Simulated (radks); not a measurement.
# The series with 9 electrons, Co¹⁸⁺ to Dy⁵⁷⁺

Aim: how levels and radii change as the nucleus grows at a fixed number of electrons, each ion in its NIST ground configuration.

Program: radks (a radial shooting solver on a logarithmic mesh, Libxc functionals) version 1. Level of theory: Dirac Kohn-Sham, LDA (Slater exchange, Perdew-Wang correlation), spin-unpolarised, spherical densities, finite nucleus; open shells fill j = l - 1/2 first. These are calculated values, not measurements, unless marked.

### Step 1. Starting point

* electrons: 9
* ions: Co¹⁸⁺, Zn²¹⁺, As²⁴⁺, Kr²⁷⁺, Mo³³⁺, Rh³⁶⁺, Cd³⁹⁺, Sb⁴²⁺, Xe⁴⁵⁺, La⁴⁸⁺, Nd⁵¹⁺, Eu⁵⁴⁺, Dy⁵⁷⁺
* configuration: NIST ground configuration of each

### Step 2. Co¹⁸⁺, [He] 2s2 2p5

Input:

```text
Z 27
configuration [He] 2s2 2p5 3s0 3p0
relativity Dirac
functional lda,pw
spin unpolarised
j_filling energy
nucleus finite rms 3.7875 fm
c 137.035999084
```

### Step 3. Zn²¹⁺, [He] 2s2 2p5

Input:

```text
Z 30
configuration [He] 2s2 2p5 3s0 3p0
relativity Dirac
functional lda,pw
spin unpolarised
j_filling energy
nucleus finite rms 3.9283 fm
c 137.035999084
```

### Step 4. As²⁴⁺, [He] 2s2 2p5

Input:

```text
Z 33
configuration [He] 2s2 2p5 3s0 3p0
relativity Dirac
functional lda,pw
spin unpolarised
j_filling energy
nucleus finite rms 4.0968 fm
c 137.035999084
```

### Step 5. Kr²⁷⁺, [He] 2s2 2p5

Input:

```text
Z 36
configuration [He] 2s2 2p5 3s0 3p0
relativity Dirac
functional lda,pw
spin unpolarised
j_filling energy
nucleus finite rms 4.1884 fm
c 137.035999084
```

### Step 6. Mo³³⁺, [He] 2s2 2p5

Input:

```text
Z 42
configuration [He] 2s2 2p5 3s0 3p0
relativity Dirac
functional lda,pw
spin unpolarised
j_filling energy
nucleus finite rms 4.4091 fm
c 137.035999084
```

### Step 7. Rh³⁶⁺, [He] 2s2 2p5

Input:

```text
Z 45
configuration [He] 2s2 2p5 3s0 3p0
relativity Dirac
functional lda,pw
spin unpolarised
j_filling energy
nucleus finite rms 4.4945 fm
c 137.035999084
```

### Step 8. Cd³⁹⁺, [He] 2s2 2p5

Input:

```text
Z 48
configuration [He] 2s2 2p5 3s0 3p0
relativity Dirac
functional lda,pw
spin unpolarised
j_filling energy
nucleus finite rms 4.6087 fm
c 137.035999084
```

### Step 9. Sb⁴²⁺, [He] 2s2 2p5

Input:

```text
Z 51
configuration [He] 2s2 2p5 3s0 3p0
relativity Dirac
functional lda,pw
spin unpolarised
j_filling energy
nucleus finite rms 4.6802 fm
c 137.035999084
```

### Step 10. Xe⁴⁵⁺, [He] 2s2 2p5

Input:

```text
Z 54
configuration [He] 2s2 2p5 3s0 3p0
relativity Dirac
functional lda,pw
spin unpolarised
j_filling energy
nucleus finite rms 4.7859 fm
c 137.035999084
```

### Step 11. La⁴⁸⁺, [He] 2s2 2p5

Input:

```text
Z 57
configuration [He] 2s2 2p5 3s0 3p0
relativity Dirac
functional lda,pw
spin unpolarised
j_filling energy
nucleus finite rms 4.855 fm
c 137.035999084
```

### Step 12. Nd⁵¹⁺, [He] 2s2 2p5

Input:

```text
Z 60
configuration [He] 2s2 2p5 3s0 3p0
relativity Dirac
functional lda,pw
spin unpolarised
j_filling energy
nucleus finite rms 4.9123 fm
c 137.035999084
```

### Step 13. Eu⁵⁴⁺, [He] 2s2 2p5

Input:

```text
Z 63
configuration [He] 2s2 2p5 3s0 3p0
relativity Dirac
functional lda,pw
spin unpolarised
j_filling energy
nucleus finite rms 5.1115 fm
c 137.035999084
```

### Step 14. Dy⁵⁷⁺, [He] 2s2 2p5

Input:

```text
Z 66
configuration [He] 2s2 2p5 3s0 3p0
relativity Dirac
functional lda,pw
spin unpolarised
j_filling energy
nucleus finite rms 5.2218 fm
c 137.035999084
```

**Question.** What will these runs give? Wanted: for each run, ion; E; ε(2p1/2); ε(2p3/2); ε(3s1/2, empty); ε(3p1/2, empty); ε(3p3/2, empty); <r>(2p3/2).

**Answer**, as computed:

```csv
ion,E (hartree),ε(2p1/2) (eV),ε(2p3/2) (eV),"ε(3s1/2, empty) (eV)","ε(3p1/2, empty) (eV)","ε(3p3/2, empty) (eV)",<r>(2p3/2) (bohr)
Co¹⁸⁺,-1193.40163,-1466.2,-1450.2,-609.45,-577.16,-573.31,0.2171
Zn²¹⁺,-1497.97596,-1931.3,-1905.6,-809.55,-772.00,-765.65,0.1918
As²⁴⁺,-1838.46372,-2462.0,-2422.7,-1038.4,-995.49,-985.58,0.1718
Kr²⁷⁺,-2215.37319,-3059.5,-3001.7,-1296.4,-1248.0,-1233.2,0.1555
Mo³³⁺,-3080.81862,-4460.1,-4346.1,-1901.6,-1842.0,-1812.0,0.1307
Rh³⁶⁺,-3570.71870,-5266.3,-5111.9,-2249.9,-2184.5,-2143.4,0.1210
Cd³⁹⁺,-4099.77785,-6145.6,-5940.5,-2629.4,-2558.1,-2503.1,0.1126
Sb⁴²⁺,-4668.89231,-7099.9,-6832.0,-3041.0,-2963.5,-2891.2,0.1052
Xe⁴⁵⁺,-5279.04974,-8131.7,-7786.8,-3485.4,-3401.6,-3307.9,0.09877
La⁴⁸⁺,-5931.3584,-9243.6,-8805.3,-3963.5,-3873.2,-3753.4,0.09304
Nd⁵¹⁺,-6627.0422,-10438.3,-9887.7,-4476.3,-4379.2,-4228.0,0.08791
Eu⁵⁴⁺,-7367.4250,-11719.3,-11034.5,-5024.8,-4920.7,-4731.8,0.08329
Dy⁵⁷⁺,-8154.0624,-13090.1,-12245.9,-5610.2,-5499.0,-5265.1,0.07911
```

What this shows: Between Co¹⁸⁺ and Dy⁵⁷⁺, 2p3/2 binds 8.44 times more strongly and its mean radius falls by a factor 2.74. The order of these tabulated levels, which need not hold every outer shell, does not change along the series.
